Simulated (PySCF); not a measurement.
# MoS4: the cost of one run

Computed with PySCF 2.14.0, with density-fitted response routines of our own, on a single molecule in the gas phase. Atoms count from 0, in the outputs and in this text.

## 1. The molecule as given

5 atoms, charge -2, multiplicity 1; geometry from: GFN2-xTB.

Bonds of the start (Å): S0–Mo1 2.21, Mo1–S2 2.21, Mo1–S3 2.21, Mo1–S4 2.21.

## 2. Relaxing the molecule at PBE0-D3(BJ)/def2-TZVP

What the job is given:

```
{"job": {"xc": "PBE0", "basis": "def2-TZVP", "d3": "d3bj", "grid": 2, "kind": "geom"}, "charge": -2, "multiplicity": 1}
S     -0.122690    -1.411300    -1.692540
Mo     0.000100    -0.000270     0.000060
S     -0.201320    -1.104380     1.900350
S     -1.623940     1.486010    -0.161650
S      1.948680     1.035360    -0.046630
```

**Question.** How long does this first job take on 4 threads of AMD EPYC (Zen 3), shared host?

About 96 s.
